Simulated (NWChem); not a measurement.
# C2H6FSb (SMILES C[CH2][SbH][F]): levels of theory compared

We compute a comparison of 3 runs (HF/STO-3G, HF/3-21G, CCSD(T)/STO-3G) of C2H6FSb. 

The calculation is run with NWChem 7.3.0.

**1. The system as given**

C2H6FSb has 10 atoms, charge 0, and is taken as a singlet. As SMILES, `C[CH2][SbH][F]`. Geometry: relaxed at PBE0-D4/def2-TZVP. This is one conformer, not always the lowest.

Bond lengths: C1–C2 1.521 Å, C2–Sb3 2.155 Å, Sb3–F4 1.927 Å, C1–H5 1.093 Å, C1–H6 1.094 Å, C1–H7 1.093 Å, C2–H8 1.092 Å, C2–H9 1.092 Å, Sb3–H10 1.721 Å. Some angles: C1–C2–Sb3 112.2°, C2–Sb3–F4 94.6°, C1–C2–H8 112.0°, C1–C2–H9 111.4°, Sb3–C2–H8 106.0°, Sb3–C2–H9 107.2°, C2–C1–H5 111.1°, C2–C1–H6 112.1°, C2–C1–H7 111.6°, C2–Sb3–H10 92.0°.

**2. Energy and gradient at HF/STO-3G (run 1)**

Contents of run.py:

```python
from ase import Atoms
from ase.calculators.nwchem import NWChem

atoms = Atoms(['C', 'C', 'Sb', 'F', 'H', 'H', 'H', 'H', 'H', 'H'], positions=[
    [0.237800, 1.272800, -0.280600],
    [-0.581400, 0.062900, 0.140100],
    [0.223800, -1.776000, -0.643500],
    [-0.612800, -2.890100, 0.687600],
    [-0.200300, 2.197800, 0.104200],
    [0.291800, 1.375500, -1.368600],
    [1.262100, 1.215800, 0.096600],
    [-0.605800, -0.058200, 1.224700],
    [-1.612800, 0.138900, -0.211000],
    [1.680900, -1.590400, 0.253200],
])

calc = NWChem(
    label='job',
    theory='scf',
    memory='2200 mb',
    basis='STO-3G',
    basispar='spherical bse',
    scf={'nopen': '0', 'rhf': None, 'thresh': '1e-08', 'maxiter': '80'},
)
atoms.calc = calc

forces = atoms.get_forces()
e = atoms.get_potential_energy()
print(f"E = {e:.6f} eV")
print("forces (eV/A):")
for s, f in zip(atoms.symbols, forces):
    print(f"{s:2s} {f[0]:10.5f} {f[1]:10.5f} {f[2]:10.5f}")
print("dipole (e A):", atoms.get_dipole_moment().round(4))
```

The run is started by

```sh
$ export ASE_NWCHEM_COMMAND="nwchem PREFIX.nwi > PREFIX.nwo"
$ python run.py
```

The log of the run:

```text
E = -174906.477281 eV
forces (eV/A):
C     0.38325    1.15674   -0.13581
C    -0.49622   -1.68058   -0.07919
Sb    1.19104    0.26477    0.84322
F     0.04299    0.10413   -0.03306
H     0.12305   -0.21124   -0.05188
H    -0.05759   -0.13431    0.32967
H    -0.27989   -0.02062   -0.08665
H    -0.08341    0.46090   -0.26914
H     0.34273    0.32550    0.25284
H    -1.16594   -0.26518   -0.76999
dipole (e A): [ 0.0858  0.1874 -0.0533]
```

The calculator wrote job.nwi:

```
title "job"

permanent_dir job

scratch_dir job

start job

geometry units angstrom nocenter noautosym noautoz
  C  2.3780000000000001e-01 1.2727999999999999e+00 -2.8060000000000002e-01
  C  -5.8140000000000003e-01 6.2899999999999998e-02 1.4010000000000000e-01
  Sb 2.2380000000000000e-01 -1.7760000000000000e+00 -6.4349999999999996e-01
  F  -6.1280000000000001e-01 -2.8900999999999999e+00 6.8759999999999999e-01
  H  -2.0030000000000001e-01 2.1978000000000000e+00 1.0420000000000000e-01
  H  2.9180000000000000e-01 1.3754999999999999e+00 -1.3686000000000000e+00
  H  1.2621000000000000e+00 1.2158000000000000e+00 9.6600000000000005e-02
  H  -6.0580000000000001e-01 -5.8200000000000002e-02 1.2246999999999999e+00
  H  -1.6128000000000000e+00 1.3890000000000000e-01 -2.1099999999999999e-01
  H  1.6809000000000001e+00 -1.5904000000000000e+00 2.5319999999999998e-01
end

memory 2200 mb

basis spherical bse noprint
   * library STO-3G
end

scf
  nopen 0
  rhf
  thresh 1e-08
  maxiter 80
end

task scf gradient
```

job.nwo:

```text
Northwest Computational Chemistry Package (NWChem) 7.3.0
             --------------------------------------------------------

           Job information
           ---------------

    nwchem branch   = 7.3.0
    use scalapack   = T
    input           = job.nwi
    prefix          = job.
    data base       = job/job.db
    status          = startup
    nproc           =        1

           Memory information
           ------------------

[... 5 lines left out ...]
    hardfail = no
[... 138 lines left out ...]
         Quadratically convergent ROHF
[... 14 lines left out ...]
       Final RHF  results
[... 4 lines left out ...]
      Two-electron energy =   2823.862304476705
[... 57 lines left out ...]
                       ROHF Final Molecular Orbital Analysis
[... 266 lines left out ...]
                 ----------------------------------------
                 |  Time  |  1-e(secs)   |  2-e(secs)   |
                 ----------------------------------------
                 |  CPU   |       0.01   |       2.87   |
                 ----------------------------------------
                 |  WALL  |       0.01   |       2.87   |
                 ----------------------------------------

 Task  times  cpu:       12.5s     wall:       12.5s
 Total times  cpu:       12.5s     wall:       12.5s
```

Wall time 14 s (1 thread of Intel Xeon Platinum 8259CL at 2.50GHz (Skylake/Cascade Lake), shared host); peak memory 0.1 GiB.

**3. Energy and forces at HF/3-21G (run 2)**

Contents of run.py:

```python
from ase import Atoms
from ase.calculators.nwchem import NWChem

mol = Atoms(['C', 'C', 'Sb', 'F', 'H', 'H', 'H', 'H', 'H', 'H'], positions=[
    [0.237800, 1.272800, -0.280600],
    [-0.581400, 0.062900, 0.140100],
    [0.223800, -1.776000, -0.643500],
    [-0.612800, -2.890100, 0.687600],
    [-0.200300, 2.197800, 0.104200],
    [0.291800, 1.375500, -1.368600],
    [1.262100, 1.215800, 0.096600],
    [-0.605800, -0.058200, 1.224700],
    [-1.612800, 0.138900, -0.211000],
    [1.680900, -1.590400, 0.253200],
])

calc = NWChem(
    label='m1',
    theory='scf',
    memory='2200 mb',
    basis='3-21G',
    basispar='spherical bse',
    scf={'nopen': '0', 'rhf': None, 'thresh': '1e-08', 'maxiter': '80'},
)
mol.calc = calc

forces = mol.get_forces()
e = mol.get_potential_energy()
print(f"E = {e:.6f} eV")
print("forces (eV/A):")
for s, f in zip(mol.symbols, forces):
    print(f"{s:2s} {f[0]:10.5f} {f[1]:10.5f} {f[2]:10.5f}")
print("dipole (e A):", mol.get_dipole_moment().round(4))
```

The run is started by

```sh
$ export ASE_NWCHEM_COMMAND="nwchem PREFIX.nwi > PREFIX.nwo"
$ python run.py
```

The log of the run:

```text
E = -175877.274717 eV
forces (eV/A):
C     0.44079    0.85011   -0.19931
C    -0.64098   -0.62246    0.22096
Sb   -0.21366   -0.59074    0.54163
F     0.17072    0.29799   -0.52199
H     0.11745   -0.27408   -0.08413
H    -0.04196   -0.06572    0.27562
H    -0.27146   -0.00725   -0.07554
H    -0.05050    0.21536   -0.26405
H     0.26405    0.15725    0.17679
H     0.22554    0.03954   -0.06999
dipole (e A): [ 0.1449  0.4652 -0.3553]
```

The calculator wrote m1.nwi:

```
title "m1"

permanent_dir m1

scratch_dir m1

start m1

geometry units angstrom nocenter noautosym noautoz
  C  2.3780000000000001e-01 1.2727999999999999e+00 -2.8060000000000002e-01
  C  -5.8140000000000003e-01 6.2899999999999998e-02 1.4010000000000000e-01
  Sb 2.2380000000000000e-01 -1.7760000000000000e+00 -6.4349999999999996e-01
  F  -6.1280000000000001e-01 -2.8900999999999999e+00 6.8759999999999999e-01
  H  -2.0030000000000001e-01 2.1978000000000000e+00 1.0420000000000000e-01
  H  2.9180000000000000e-01 1.3754999999999999e+00 -1.3686000000000000e+00
  H  1.2621000000000000e+00 1.2158000000000000e+00 9.6600000000000005e-02
  H  -6.0580000000000001e-01 -5.8200000000000002e-02 1.2246999999999999e+00
  H  -1.6128000000000000e+00 1.3890000000000000e-01 -2.1099999999999999e-01
  H  1.6809000000000001e+00 -1.5904000000000000e+00 2.5319999999999998e-01
end

memory 2200 mb

basis spherical bse noprint
   * library 3-21G
end

scf
  nopen 0
  rhf
  thresh 1e-08
  maxiter 80
end

task scf gradient
```

m1.nwo:

```text
Northwest Computational Chemistry Package (NWChem) 7.3.0
             --------------------------------------------------------

           Job information
           ---------------

    nwchem branch   = 7.3.0
    use scalapack   = T
    input           = m1.nwi
    prefix          = m1.
    data base       = m1/m1.db
    status          = startup
    nproc           =        1

           Memory information
           ------------------

[... 5 lines left out ...]
    hardfail = no
[... 138 lines left out ...]
         Quadratically convergent ROHF
[... 15 lines left out ...]
       Final RHF  results
[... 4 lines left out ...]
      Two-electron energy =   2819.362972093178
[... 58 lines left out ...]
                       ROHF Final Molecular Orbital Analysis
[... 243 lines left out ...]
                 ----------------------------------------
                 |  Time  |  1-e(secs)   |  2-e(secs)   |
                 ----------------------------------------
                 |  CPU   |       0.01   |       3.18   |
                 ----------------------------------------
                 |  WALL  |       0.01   |       3.18   |
                 ----------------------------------------

 Task  times  cpu:       16.4s     wall:       16.4s
 Total times  cpu:       16.5s     wall:       16.5s
```

It took 18 s on 1 thread of Intel Xeon Platinum 8259CL at 2.50GHz (Skylake/Cascade Lake), shared host; peak memory 0.1 GiB.

**4. The energy at CCSD(T)/STO-3G (run 3)**

Contents of work.nw:

```
start work
memory stack 880 mb heap 220 mb global 1100 mb

geometry noautosym nocenter noautoz
C     0.237800    1.272800   -0.280600
C    -0.581400    0.062900    0.140100
Sb    0.223800   -1.776000   -0.643500
F    -0.612800   -2.890100    0.687600
H    -0.200300    2.197800    0.104200
H     0.291800    1.375500   -1.368600
H     1.262100    1.215800    0.096600
H    -0.605800   -0.058200    1.224700
H    -1.612800    0.138900   -0.211000
H     1.680900   -1.590400    0.253200
end

basis "ao basis" spherical bse
C library STO-3G
Sb library STO-3G
F library STO-3G
H library STO-3G
end

scf
thresh 1e-08
maxiter 80
print medium
end

ccsd
freeze core 21
maxiter 60
end

task ccsd(t) energy
```

The run is started by

```sh
$ nwchem work.nw > work.out
```

The log of the run:

```text
[...]
  functions       =    48
[...]
  wavefunction    = RHF
[...]
         Total SCF energy =  -6427.694536572510
      One-electron energy =  -9628.123276673410
      Two-electron energy =   2823.862304476769
 Nuclear repulsion energy =    376.566435624132
        Time for solution =     13.6s
[...]
 Total MP2 energy:          -6427.849448373030100
[...]
             energy      energy      error      ampl     ampl      Block
                                                time     time      time
[...]
 Total CCSD energy:          -6427.902176007354683
[...]
 Total CCSD+T(CCSD) energy:          -6427.905087158272181
[...]
 Total CCSD(T) energy:               -6427.904743960166343
[...]
```

Wall time 54 s (1 thread of Intel Xeon Platinum 8259CL at 2.50GHz (Skylake/Cascade Lake), shared host); peak memory 0.13 GiB.

**5. All runs side by side**

| run | level | task | module | energy (Eh) | dipole moment (D) | HOMO energy (eV) | LUMO energy (eV) | wall time |
| --- | --- | --- | --- | --- | --- | --- | --- | --- |
| 1 | HF/STO-3G | gradient | scf | -6427.694537 | 1.02 | -6.64 | 8.39 | 14 s |
| 2 | HF/3-21G | gradient | scf | -6463.370685 | 2.90 | -9.38 | 2.59 | 18 s |
| 3 | CCSD(T)/STO-3G | energy | ccsd(t) | -6427.904744 | – | -6.64 | 8.39 | 54 s |

**6. Results**

| quantity | value |
| --- | --- |
| run 3: total energy | -6427.90474 Eh |
| run 3: HOMO energy (Hartree–Fock orbitals) | -6.64 eV |
| run 3: LUMO energy (Hartree–Fock orbitals) | 8.39 eV |
| run 3: HOMO–LUMO gap (Hartree–Fock orbitals) | 15.04 eV |
| run 3: correlation energy (21 core orbitals frozen) | -210.2 mEh |
| run 3: (T) correction | -2.57 mEh |

In runs 1, 3 the basis is minimal, so the values are rough. In runs 1, 2, 3 relativity is left out where basis or elements ask for it. All runs together took 86 s, the longest 54 s.
